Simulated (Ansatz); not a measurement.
**Reference phase of Fe, 1 atom**

What do PBEsol, HSE06 and r²SCAN give for the perfect crystal in this cell, and at what cost?

Program: Ansatz 0.2.0, PAW, plane waves. These are calculated values, not measurements.

## (1) The starting cell

1 atoms (1 Fe); a = 2.414 Å, b = 2.414 Å, c = 2.414 Å, α = 109.47°, β = 109.47°, γ = 109.47°. Starting moments add up to 2 μB.

Plan of the steps: (2) PBEsol single point at a 15×15×15 mesh, on 1 × NVIDIA GB300 Max-Q with 8 threads of Arm Neoverse-V2; (3) HSE06 single point at a 15×15×15 mesh, on 1 × NVIDIA GB300 Max-Q with 8 threads of Arm Neoverse-V2; (4) r²SCAN single point at a 15×15×15 mesh, on 1 × NVIDIA GB300 Max-Q with 8 threads of Arm Neoverse-V2.

As a file:

```cif
data_structure
_symmetry_space_group_name_H-M 'P 1'
_symmetry_Int_Tables_number 1
_cell_length_a 2.4137
_cell_length_b 2.4137
_cell_length_c 2.4137
_cell_angle_alpha 109.471
_cell_angle_beta 109.471
_cell_angle_gamma 109.471
_cell_volume 10.82
loop_
_atom_site_label
_atom_site_type_symbol
_atom_site_fract_x
_atom_site_fract_y
_atom_site_fract_z
_atom_site_occupancy
Fe1 Fe 0.00000 0.00000 0.00000 1
```

## (2) PBEsol single point

Contents of in.yaml:

```yaml
crystal:
  lattice:
    - [-1.393543, 1.393543, 1.393543]
    - [1.393543, -1.393543, 1.393543]
    - [1.393543, 1.393543, -1.393543]
  atoms:
    - { symbol: Fe, position: [0.000000, 0.000000, 0.000000], spin: 2.2 }
kpoints:
  mp_grid: { grid: [15, 15, 15] }
hamiltonian:
  xc: pbesol
magnetization:
  spin_polarized: true
scf:
  occupations: { method: fermi_dirac, width: 0.1 }
output:
  forces: true
  eigenvalues: true
  stress: true
  populations: true
```

Started as:

```bash
ansatz run in.yaml --threads 8 --pin off --max-ram 118750MiB --runs-dir r --events-out ev --progress --plain --backend cuda --devices 0,
```

## (3) HSE06 on the same atoms

Changes to in.yaml since step 2:

```diff
@@ -10,3 +10,3 @@
 hamiltonian:
-  xc: pbesol
+  xc: hse06
 magnetization:
@@ -18,3 +18,2 @@
   eigenvalues: true
-  stress: true
   populations: true
```

## (4) Single point with r²SCAN

Changes to in.yaml since step 3:

```diff
@@ -10,3 +10,3 @@
 hamiltonian:
-  xc: hse06
+  xc: r2scan
 magnetization:
```

Q: Predict the outcome of this session. Wanted: for each run, energy; pressure; moment.

As calculated:

| level | time | energy (eV/atom) | pressure (GPa) | moment (μB) |
| --- | --- | --- | --- | --- |
| PBEsol | 1.9 s (GPU) | -4448.8480 | 0.18 | 2.09 |
| HSE06 | 14 s (GPU) | -4478.9203 | - | 2.70 |
| r²SCAN | 2.5 s (GPU) | -4485.8405 | - | 2.53 |

| quantity | value |
| --- | --- |
| largest local moment | +2.66 μB on Fe |

**Reading.** No level run gives a gap: levels at the Fermi energy are partly filled. The moment depends on the level of theory: 2.1 μB by PBEsol, 2.7 μB by HSE06, 2.5 μB by r²SCAN.
